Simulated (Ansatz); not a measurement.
**SnO2: a sublattice displacement scan**

Computed with Ansatz 0.2.0 (DFT LDA, scalar-relativistic, plane waves, PAW, unless a step's input says otherwise).

## Step 1: Starting point

Symmetry: R-3m, No. 166, trigonal system. Conventional cell: a = 3.234 Å, b = 3.234 Å, c = 14.402 Å, α = 90.00°, β = 90.00°, γ = 120.00°. Sn (site symmetry -3m) is surrounded by 6 O at 2.13 Å. O (site symmetry 3m) is surrounded by 3 Sn at 2.13 Å.

Coordinates:

```cif
data_structure
_symmetry_space_group_name_H-M 'R-3m:H'
_symmetry_Int_Tables_number 166
_cell_length_a 3.2342
_cell_length_b 3.2342
_cell_length_c 14.4018
_cell_angle_alpha 90.000
_cell_angle_beta 90.000
_cell_angle_gamma 120.000
_cell_volume 130.46
loop_
_atom_site_label
_atom_site_type_symbol
_atom_site_symmetry_multiplicity
_atom_site_Wyckoff_symbol
_atom_site_fract_x
_atom_site_fract_y
_atom_site_fract_z
_atom_site_occupancy
Sn1 Sn 3 b 0.66667 0.33333 0.83333 1
O1 O 6 c 0.33333 0.66667 0.90384 1
```

The structure comes from the Materials Project (structure only). Such an entry need not be the stable form.

## Step 2: Quick check of gap, pressure and forces

The input, input.yaml:

```yaml
crystal:
  lattice:
    - [1.6170930752, 0.9336291223, 4.800592584]
    - [-1.6170930752, 0.9336291223, 4.800592584]
    - [0.0, -1.8672582446, 4.800592584]
  atoms:
    - { symbol: Sn, position: [0.5, 0.5, 0.5] }
    - { symbol: O, position: [0.23717, 0.23717, 0.23717] }
    - { symbol: O, position: [0.76283, 0.76283, 0.76283] }
basis:
  ecutwfc: 420
kpoints:
  mp_grid: { grid: [6, 6, 6] }
hamiltonian:
  xc: lda
scf:
  occupations: { method: gaussian, width: 0.1 }
output:
  forces: true
  stress: true
  eigenvalues: true
```

Command:

```sh
ansatz run input.yaml --threads 1 --pin off --max-ram 1228MiB --backend cpu --events-out ev --progress --plain --runs-dir out
```

Q: Estimate wall time and peak memory on 1 thread of an Arm CPU, shared host.

About 1.7 s, with a peak of 0.29 GiB.
